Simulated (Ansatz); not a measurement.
**Si started on a K site and Si started on a K site in perovskite KMgF3, 40 atoms, charge 0**

How does the host give way around this defect, and what happens to the levels at the gap? The levels of theory are PBEsol, HSE06 and r²SCAN.

All numbers are computed with Ansatz 0.2.0 (PAW, plane waves).

### Step 1. The system as built

40 atoms (6 K, 2 Si, 8 Mg, 24 F); a = 7.983 Å, b = 7.983 Å, c = 7.983 Å, α = 90.00°, β = 90.00°, γ = 90.00°. All atoms were shaken off their sites by about 0.02 Å along each axis. Defect site 1: (0.500, 0.500, 0.500). Defect site 2: (0.000, 0.000, 0.500).

The runs, in order: (2) PBEsol relaxation at the single k point (¼, ¼, ¼), on 1 × NVIDIA GB300 Max-Q with 8 threads of Arm Neoverse-V2; (3) HSE06 single point at the single k point (¼, ¼, ¼), on 1 × NVIDIA GB300 Max-Q with 8 threads of Arm Neoverse-V2; (4) r²SCAN single point at the single k point (¼, ¼, ¼), on 1 × NVIDIA GB300 Max-Q with 8 threads of Arm Neoverse-V2.

### Step 2. PBEsol relaxation in the fixed cell

The input, in.yaml:

```yaml
crystal:
  lattice:
    - [7.982544, 0.000000, 0.000000]
    - [0.000000, 7.982544, 0.000000]
    - [0.000000, 0.000000, 7.982544]
  atoms:
    - { symbol: K, position: [0.000032, 0.998173, 0.997318] }
    - { symbol: K, position: [0.999360, 0.500465, 0.996177] }
    - { symbol: K, position: [0.000611, 0.499646, 0.500356] }
    - { symbol: K, position: [0.503100, 0.998537, 0.998524] }
    - { symbol: K, position: [0.499120, 0.999008, 0.502429] }
    - { symbol: K, position: [0.499193, 0.500744, 0.998748] }
    - { symbol: Si, position: [0.003996, 0.998042, 0.496199] }
    - { symbol: Si, position: [0.502235, 0.501543, 0.499464] }
    - { symbol: Mg, position: [0.253207, 0.252462, 0.245221] }
    - { symbol: Mg, position: [0.250509, 0.251755, 0.750652] }
    - { symbol: Mg, position: [0.251011, 0.749497, 0.244697] }
    - { symbol: Mg, position: [0.248868, 0.747426, 0.751310] }
    - { symbol: Mg, position: [0.747064, 0.247660, 0.250251] }
    - { symbol: Mg, position: [0.746358, 0.250376, 0.748460] }
    - { symbol: Mg, position: [0.749518, 0.748818, 0.248740] }
    - { symbol: Mg, position: [0.748648, 0.752611, 0.746342] }
    - { symbol: F, position: [0.244944, 0.246962, 0.998167] }
    - { symbol: F, position: [0.249845, 0.252346, 0.503294] }
    - { symbol: F, position: [0.248226, 0.750458, 0.997010] }
    - { symbol: F, position: [0.250854, 0.748385, 0.498434] }
    - { symbol: F, position: [0.748920, 0.251254, 0.001425] }
    - { symbol: F, position: [0.749279, 0.250452, 0.497608] }
    - { symbol: F, position: [0.753300, 0.750472, 0.995621] }
    - { symbol: F, position: [0.748357, 0.751538, 0.500773] }
    - { symbol: F, position: [0.995289, 0.249299, 0.250051] }
    - { symbol: F, position: [0.002809, 0.248623, 0.750426] }
    - { symbol: F, position: [0.997591, 0.752273, 0.251071] }
    - { symbol: F, position: [0.001145, 0.750709, 0.752015] }
    - { symbol: F, position: [0.497725, 0.248803, 0.244426] }
    - { symbol: F, position: [0.500823, 0.253907, 0.753653] }
    - { symbol: F, position: [0.500611, 0.748848, 0.248363] }
    - { symbol: F, position: [0.499547, 0.751924, 0.746549] }
    - { symbol: F, position: [0.249022, 0.997731, 0.248207] }
    - { symbol: F, position: [0.248144, 0.995751, 0.750634] }
    - { symbol: F, position: [0.252307, 0.500306, 0.254192] }
    - { symbol: F, position: [0.249162, 0.502292, 0.744844] }
    - { symbol: F, position: [0.751204, 0.001559, 0.253096] }
    - { symbol: F, position: [0.752759, 0.000135, 0.752047] }
    - { symbol: F, position: [0.751309, 0.497028, 0.248316] }
    - { symbol: F, position: [0.752038, 0.497292, 0.745788] }
  symmetry: { detect: false }
kpoints:
  mp_grid: { grid: [1, 1, 1], shift: [0.25, 0.25, 0.25] }
hamiltonian:
  xc: pbesol
scf:
  occupations: { method: fermi_dirac, width: 0.01 }
relax:
  f_tol: 0.03
  max_steps: 80
  escape_saddle: false
  adjacent_minimum: "off"
output:
  forces: true
  eigenvalues: true
  populations: true
```

Run with:

```
$ ansatz run in.yaml --threads 8 --pin off --max-ram 118750MiB --runs-dir r --events-out ev --progress --plain --backend cuda --devices 0,
```

After this run come: HSE06 on the final geometry; r²SCAN on the same atoms.

Q: Predict the outcome of this session. Wanted: for each run, top filled to lowest empty.

As calculated:

```
             level         time  top filled to lowest empty (eV)
PBEsol, relaxation   21 s (GPU)                             1.19
             HSE06  8.8 s (GPU)                             2.32
            r²SCAN    3 s (GPU)                             1.54
```

| quantity | value |
| --- | --- |
| relaxation | 27 recorded steps, 1.71 eV gained |
| largest shift | 1.21 Å (F20) |

**What this shows.** Relaxation gains 1.71 eV, with shifts up to 1.21 Å (F20). At the same k points, PBEsol gives a spacing 1.13 eV smaller and r²SCAN gives a spacing 0.78 eV smaller than the 2.32 eV of HSE06. In a defect cell this spacing can involve defect levels, so it need not be the gap. The price of HSE06 is about 2.9 times the time of r²SCAN here.
